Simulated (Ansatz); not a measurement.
**C2H6BFSe: up Jacob's ladder to CCSD(T)**

One table from this session's results is given with a row withheld; the runs are named, their logs left out.

The runs use Ansatz 0.2.0, Gaussian basis; functionals in def2-TZVPP, the program's frozen cores in correlated methods.

The runs, in order: PBE-D4, r2SCAN-D4, PBE0-D4, B3LYP-D4, ωB97X-V, ωB97M-V, B2PLYP; CCSD(T)/def2-TZVPP; MP2/def2-QZVPP; extrapolation to the limit.

### Structure used throughout

An earlier PBE0-D4 in a triple-zeta def2 set relaxation fixed the geometry.

SMILES `CB[Se]CF`, 11 atoms, charge 0, spin multiplicity 1.

Atoms are counted from 1 here; the program's logs count them from 0.

Bond lengths: C1–B2 1.556 Å, C1–H6 1.096 Å, C1–H7 1.091 Å, C1–H8 1.097 Å, B2–Se3 1.914 Å, B2–H9 1.197 Å, Se3–C4 1.951 Å, C4–F5 1.369 Å, C4–H10 1.091 Å, C4–H11 1.090 Å. Angles: B2–C1–H6 109.7°, B2–C1–H7 115.5°, B2–C1–H8 109.1°, H6–C1–H7 108.5°, H6–C1–H8 105.2°, H7–C1–H8 108.3°, C1–B2–Se3 121.1°, C1–B2–H9 122.3°, Se3–B2–H9 116.7°, B2–Se3–C4 100.0°, Se3–C4–F5 111.3°, Se3–C4–H10 107.9°, Se3–C4–H11 108.2°, F5–C4–H10 108.7°, F5–C4–H11 109.2°, H10–C4–H11 111.5°.

The first run:

Input file in.yaml:

```yaml
crystal:
  periodic: [false, false, false]
  atoms:
    - {symbol: C, position_ang: [-1.726188, -0.773094, 1.078216]}
    - {symbol: B, position_ang: [-0.539620, -0.006246, 0.427290]}
    - {symbol: Se, position_ang: [0.524784, -0.812850, -0.943800]}
    - {symbol: C, position_ang: [1.807602, 0.621558, -1.266090]}
    - {symbol: F, position_ang: [2.952140, 0.438605, -0.538444]}
    - {symbol: H, position_ang: [-2.647568, -0.189692, 0.966988]}
    - {symbol: H, position_ang: [-1.904260, -1.778452, 0.693167]}
    - {symbol: H, position_ang: [-1.558230, -0.843587, 2.159717]}
    - {symbol: H, position_ang: [-0.249591, 1.110779, 0.745104]}
    - {symbol: H, position_ang: [2.062517, 0.612064, -2.326418]}
    - {symbol: H, position_ang: [1.343914, 1.563916, -0.975131]}
basis:
  gaussian: {orbitals: def2-TZVPP}
hamiltonian: {xc: pbe, dispersion: d4}
output: {forces: true, orbitals: {seedname: orbitals}}
```

On the command line:

```bash
> ansatz run in.yaml --threads 4 --pin off --events-out ev --progress --plain --max-ram 10444MiB
```

Steps of the session up to this table: PBE-D4 (GGA); r2SCAN-D4 (meta-GGA); PBE0-D4 (hybrid); B3LYP-D4 (hybrid); ωB97X-V (range-separated); ωB97M-V (range-separated); B2PLYP (double hybrid); CCSD(T) in def2-TZVPP; MP2 in def2-QZVPP.

One of the session's tables, all rows but one given; the rest of the session is left out.

```
            method  atomisation energy (kJ/mol)
            PBE-D4                       4120.5
         r2SCAN-D4                            ?
           PBE0-D4                       4049.0
          B3LYP-D4                       4026.1
           ωB97X-V                       4029.1
           ωB97M-V                       4026.5
            B2PLYP                       3984.4
     HF/def2-TZVPP                       2979.7
    MP2/def2-TZVPP                       3991.5
   CCSD/def2-TZVPP                       3865.5
CCSD(T)/def2-TZVPP                       3925.0
           MP2/CBS                       4085.3
       CCSD(T)/CBS                       4018.8
```

Q: Estimate the row for r2SCAN-D4 from the others.

**Answer.** atomisation energy (kJ/mol): 4051.8. In the column «atomisation energy (kJ/mol)» it lies between PBE0-D4 (4049.0) and MP2/CBS (4085.3).
